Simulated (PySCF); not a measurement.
The system is P4, in a box.

```
P
1.0
    12.00000    0.00000    0.00000
     0.00000   12.00000    0.00000
     0.00000    0.00000   11.00000
P
4
Direct
  0.42019 0.49078 0.58983
  0.58379 0.51624 0.51110
  0.46545 0.41444 0.42036
  0.44847 0.58950 0.42546
```

The cell isn't the ideal one: atoms moved at random, drawn with an rms of 0.05 Å.

Program: PySCF 2.14.0. Alike in all runs: task atomic charges; potentials or basis cc-pvdz (all-electron); no spin polarisation; cell atoms moved at random, drawn with an rms of 0.05 Å; k mesh 1 × 1 × 1; smearing fixed.

Task: Order these runs on this cell by their band gap on the k mesh, lowest first.
A. level r2SCAN+D4; three-body dispersion term yes
B. level r2SCAN50; exxdiv ewald
C. level r2SCANh; exxdiv ewald

Result: A (5.56 eV), C (6.25 eV), B (8.99 eV).

Caveats: this is a molecule in a periodic box at the Γ point, so its band gap is the HOMO-LUMO gap; the basis of atomic orbitals isn't converged, which shifts pressures, moduli and gaps.

Runs at the PBE level aren't shown here.
